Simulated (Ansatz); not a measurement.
**ClH5O4W: a dynamics run in two tries**

Wanted: a short trajectory, and a check that the input is sound.

Method: RKS LDA/def2-SVP, in Ansatz 0.2.0.

## Step 1: Starting point

Bond lengths: W1–H2 1.705 Å, W1–Cl3 2.456 Å, W1–O4 1.862 Å, O4–H5 0.976 Å, W1–O6 1.880 Å, O6–H7 0.982 Å, W1–O8 1.908 Å, O8–H9 0.981 Å, W1–O10 1.873 Å, O10–H11 0.994 Å. Angles (14 of 19 angles, heavy atoms first): Cl3–W1–O4 103.5°, Cl3–W1–O6 162.9°, Cl3–W1–O8 83.4°, Cl3–W1–O10 75.0°, O4–W1–O6 91.3°, O4–W1–O8 156.7°, O4–W1–O10 96.9°, O6–W1–O8 79.7°, O6–W1–O10 111.9°, O8–W1–O10 106.4°, H2–W1–Cl3 68.0°, H2–W1–O4 79.6°, H2–W1–O6 107.3°, H2–W1–O8 82.6°.

As a file:

```xyz
11

W    -0.2751    0.1790   -0.2015
H     0.5020    0.4769    1.2867
Cl    2.1397   -0.2513   -0.3204
O    -0.3844    2.0370   -0.1330
H    -0.3676    2.7144    0.5692
O    -2.1141    0.0135    0.1500
H    -2.4240   -0.8669    0.4543
O    -0.3358   -1.6062    0.4704
H     0.5368   -2.0291    0.6168
O     0.1027    0.0426   -2.0312
H     1.0678   -0.0438   -2.2524
```

## Step 2: First attempt

Contents of input.yaml:

```yaml
crystal:
  periodic: [false, false, false]
  atoms:
    - { symbol: W, position_ang: [-0.275104, 0.178972, -0.20149] }
    - { symbol: H, position_ang: [0.50203, 0.476899, 1.286711] }
    - { symbol: Cl, position_ang: [2.139685, -0.25127, -0.320442] }
    - { symbol: O, position_ang: [-0.384382, 2.036993, -0.132976] }
    - { symbol: H, position_ang: [-0.367629, 2.714379, 0.569166] }
    - { symbol: O, position_ang: [-2.114123, 0.013529, 0.15002] }
    - { symbol: H, position_ang: [-2.42397, -0.86693, 0.454253] }
    - { symbol: O, position_ang: [-0.335758, -1.606166, 0.470399] }
    - { symbol: H, position_ang: [0.536789, -2.029077, 0.616829] }
    - { symbol: O, position_ang: [0.102708, 0.042576, -2.031162] }
    - { symbol: H, position_ang: [1.067752, -0.043805, -2.252409] }
basis:
  gaussian: { orbitals: def2-SVP }
hamiltonian:
  xc: lda
md:
  timestep: 0.5
  n_steps: 25
  ensemble: npt_langevin
  temperature: 200.0
  initial_velocities: maxwell_boltzmann
  seed: 413336
  pressure: 1.0
```

Run with:

```bash
> ansatz run input.yaml --threads 4 --pin off --max-ram 5120MiB --backend cpu --events-out ev --progress --plain --runs-dir out
```

What does the calculation give? Wanted: first try.

The runs gave:

```
 quantity                                                                    value
first try                                                                  refused
    cause  a barostat needs a periodic cell, and a molecule in free space has none
```

**Reading.** The fault in the first input was caught at the input check and cost nothing.
